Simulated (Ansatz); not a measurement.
# ZnH2SeO5: the cost of one run

Computed with Ansatz 0.2.0 (DFT, PBE, plane-wave PAW, default files, scalar-relativistic, as far as a step names no other, unless a step's input says otherwise).

## 1. The starting structure

It takes space group C2/c (No. 15, monoclinic). The conventional cell has a = 7.069 Å, b = 8.217 Å, c = 7.760 Å, α = 90.00°, β = 115.59°, γ = 90.00°. Zn (site symmetry -1) is surrounded by 6 O at 2.05 to 2.24 Å. H (site symmetry 1) has 1 O at 1.00 Å as nearest neighbours. Se (site symmetry 2) is surrounded by 4 O at 1.67 to 1.69 Å. Around O (site symmetry 1) lie 1 Se at 1.67 Å and 1 Zn at 2.05 Å. Around O (site symmetry 1) lie 1 Se at 1.69 Å and 1 H at 1.74 Å and 1 Zn at 2.13 Å. O (site symmetry 2) has 2 H at 1.00 Å as nearest neighbours.

Structure file:

```
Zn H Se O
1.0
     3.53429   -4.10867    0.00000
     3.53429    4.10867    0.00000
    -3.35203    0.00000    6.99854
Zn H Se O
2 4 2 10
Cartesian
  1.7671 -2.0543 0.0000
  0.0911 2.0543 3.4993
  -0.0923 0.4242 1.4284
  5.4849 0.4242 2.0709
  3.8089 -0.4242 5.5702
  -1.7683 -0.4242 4.9276
  1.0203 -0.7175 5.2489
  2.6963 0.7175 1.7496
  1.6886 -1.6684 4.0530
  0.3520 -1.6684 6.4448
  2.0280 1.6684 2.9455
  3.3646 1.6684 0.5538
  2.2358 0.2453 5.9141
  -0.1952 0.2453 4.5838
  1.4808 -0.2453 1.0845
  3.9118 -0.2453 2.4148
  1.0203 3.0957 5.2489
  2.6963 -3.0957 1.7496
```

## 2. First run, atoms as given

The input, input.yaml:

```yaml
crystal:
  lattice:
    - [3.534288, -4.108667, 0.0]
    - [3.534288, 4.108667, 0.0]
    - [-3.352028, 0.0, 6.99854]
  atoms:
    - { symbol: Zn, position: [0.5, 0.0, 0.0] }
    - { symbol: Zn, position: [0.0, 0.5, 0.5] }
    - { symbol: H, position: [0.032105, 0.135341, 0.204093] }
    - { symbol: H, position: [0.864659, 0.967895, 0.295907] }
    - { symbol: H, position: [0.967895, 0.864659, 0.795907] }
    - { symbol: H, position: [0.135341, 0.032105, 0.704093] }
    - { symbol: Se, position: [0.587319, 0.412681, 0.75] }
    - { symbol: Se, position: [0.412681, 0.587319, 0.25] }
    - { symbol: O, position: [0.716545, 0.310486, 0.579125] }
    - { symbol: O, position: [0.689514, 0.283455, 0.920875] }
    - { symbol: O, position: [0.283455, 0.689514, 0.420875] }
    - { symbol: O, position: [0.310486, 0.716545, 0.079125] }
    - { symbol: O, position: [0.68718, 0.746879, 0.845041] }
    - { symbol: O, position: [0.253121, 0.31282, 0.654959] }
    - { symbol: O, position: [0.31282, 0.253121, 0.154959] }
    - { symbol: O, position: [0.746879, 0.68718, 0.345041] }
    - { symbol: O, position: [0.123273, 0.876727, 0.75] }
    - { symbol: O, position: [0.876727, 0.123273, 0.25] }
kpoints:
  mp_grid: { grid: [5, 5, 4] }
scf:
  occupations: { method: fermi_dirac, width: 0.02 }
hamiltonian:
  xc: pbe
  pseudopotentials: { kind: paw }
output:
  forces: true
  stress: true
  populations: true
  efg:
    quadrupole_moments_barn: { Zn: 0.122, H: 0.00285783, O: -0.02558 }
    contact_densities: true
```

Run with:

```console
$ ansatz run input.yaml --threads 1 --pin off --max-ram 2560MiB --backend cpu --events-out ev --progress --plain --runs-dir out
```

**Question.** How long does this run take on 1 thread of Arm Neoverse V2, shared host, and how much memory does it need?

About 39 s, with a peak of 0.73 GiB.
